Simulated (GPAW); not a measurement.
A run of GPAW 26.7.0 is set up as follows.

run.py

```python
from ase import Atoms
from ase.filters import FrechetCellFilter
from ase.io import write
from ase.optimize import BFGS
from ase.units import GPa
from gpaw import GPAW, PW

atoms = Atoms(['Si', 'Se'],
              cell=[[3.5951980377, 0.0, 0.0],
                    [-1.7975990189, 3.1135328323, 0.0],
                    [0.0, 0.0, 3.59873]],
              scaled_positions=[[0.66667, 0.33333, 0.5],
                                [0.0000033333, -0.0000033333, 0.0]],
              pbc=True)

calc = GPAW(mode=PW(600),
            xc='LDA',
            kpts={'size': (7, 7, 6), 'gamma': True},
            occupations={'name': 'fermi-dirac', 'width': 0.05},
            nbands=13,
            convergence={'density': 1e-05, 'forces': 0.0001},
            maxiter=150,
            txt='gpaw.txt')
atoms.calc = calc
opt = BFGS(FrechetCellFilter(atoms, scalar_pressure=30 * GPa), trajectory='relax.traj', logfile='-')
done = opt.run(fmax=0.02, steps=60)
calc.write('gs.gpw')
write('result.traj', atoms)
print('Converged:', done)
print('Cell:', atoms.cell.cellpar().round(4))
print('Volume:', round(atoms.get_volume(), 4))
print(atoms.get_scaled_positions().round(5))
```

Potentials or basis: the program's PAW data sets (release 1.2.1) made for this functional, pw.

The run is started by

```console
$ OMP_NUM_THREADS=1 python run.py
```

Task: What does it give for the relaxed cell?

Result: a = 3.150 Å, b = 3.150 Å, c = 3.360 Å, α = 90.00°, β = 90.00°, γ = 120.00°.

Task: Estimate the relaxed volume.

Result: 14.44 Å³/atom.

Task: Predict the band gap on the k mesh.

Result: None (metal or under the smearing width).

Stress tensor (GPa, compression positive):
```
29.97  0.00  0.00
 0.00 29.97  0.00
 0.00  0.00 30.19
```

Caveat: later steps reuse the first step's grids; the volume moved by over 15 % at a fixed basis, so the end points are rough.
